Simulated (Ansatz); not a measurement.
Write a Python script for the Ansatz DFT code, driven from Python that makes energies of removing a hydrogen of C3H8Te, SMILES CC[Te]C. Settings (for the species named): B3LYP, def2-TZVP basis, multiplicity 1.

```xyz
12

C    -0.1660    2.0436    0.0730
C    -0.3774    0.5886   -0.1487
Te    1.2847   -0.4536    0.6480
C     0.5477   -2.3193    0.0548
H    -1.0911    2.6133   -0.3781
H    -0.1430    2.3310    1.1445
H     0.7302    2.4501   -0.4462
H    -1.2575    0.2559    0.3533
H    -0.4473    0.3883   -1.1913
H     0.3398   -2.3370   -1.0191
H    -0.5190   -2.4708    0.5749
H     1.1758   -3.1453    0.3689
```

`c3h8te_bde.py`:
```python
from dataclasses import dataclass

import ansatz as az
from ase import Atoms


@dataclass(frozen=True)
class Settings:
    basis: str = 'def2-TZVP'
    functional: str = 'b3lyp'


opts = Settings()


def total_energy(molecule, charge=0, unpaired=0):
    calc = (
        molecule.calculation()
        .basis(gaussian=opts.basis)
        .functional(opts.functional)
        .scf(lower_state_search='light')
    )
    if charge:
        calc = calc.charge(charge)
    if unpaired:
        calc = calc.spin('collinear', total=unpaired)
    return calc.run(threads=1, backend='cpu').report['free_energy_ev']

def without(molecule, index):
    rest = az.Crystal.molecule()
    for i, site in enumerate(molecule.cartesian_sites):
        if i != index:
            rest = rest.atom(site.symbol, site.position_ang)
    return rest


def main() -> None:
    atoms = Atoms(['C', 'C', 'Te', 'C', 'H', 'H', 'H', 'H', 'H', 'H', 'H', 'H'], positions=[
        [-0.166, 2.0436, 0.073],
        [-0.3774, 0.5886, -0.1487],
        [1.2847, -0.4536, 0.648],
        [0.5477, -2.3193, 0.0548],
        [-1.0911, 2.6133, -0.3781],
        [-0.143, 2.331, 1.1445],
        [0.7302, 2.4501, -0.4462],
        [-1.2575, 0.2559, 0.3533],
        [-0.4473, 0.3883, -1.1913],
        [0.3398, -2.337, -1.0191],
        [-0.519, -2.4708, 0.5749],
        [1.1758, -3.1453, 0.3689],
    ])
    geometry = az.Crystal.molecule_from_ase(atoms)

    whole = total_energy(geometry, 0)
    hydrogen = total_energy(az.Crystal.molecule().atom('H', (0, 0, 0)), 0, 1)
    print(f'E(molecule) = {whole:.5f} eV, E(H) = {hydrogen:.5f} eV')
    for index in [6, 8, 11]:
        radical = total_energy(without(geometry, index), 0, 1)
        print(f'H{index}: homolysis {(radical + hydrogen - whole):.3f} eV')
        anion = total_energy(without(geometry, index), -1)
        print(f'H{index}: loss of a proton {(anion - whole):.3f} eV')


if __name__ == '__main__':
    main()
```

Output of `python c3h8te_bde.py`:
```text
E(molecule) = -10538.39315 eV, E(H) = -13.66431 eV
H6: homolysis 4.947 eV
H6: loss of a proton 18.172 eV
H8: homolysis 4.544 eV
H8: loss of a proton 17.672 eV
H11: homolysis 5.038 eV
H11: loss of a proton 17.520 eV
```

Reading the output:
- The settings weren't tested for convergence.
- The geometry is a force-field or estimated start, not a minimum of this method, and the basis set is short of its limit. All parts are taken at fixed geometry, without zero-point energy.
- def2 sets replace the cores of elements past krypton by effective core potentials.
- b3lyp holds the VWN-RPA fit, as in Gaussian; the form of ORCA and Turbomole is b3lyp5.
- The spin-orbit lowering of heavy atoms is left out.
- Anions want diffuse functions, which this basis lacks.
- The whole script took 100 s on 1 thread of Intel(R) Xeon(R) Platinum 8259CL CPU @ 2.50GHz (Skylake/Cascade Lake), with other jobs on the host, peak memory 0.58 GiB.
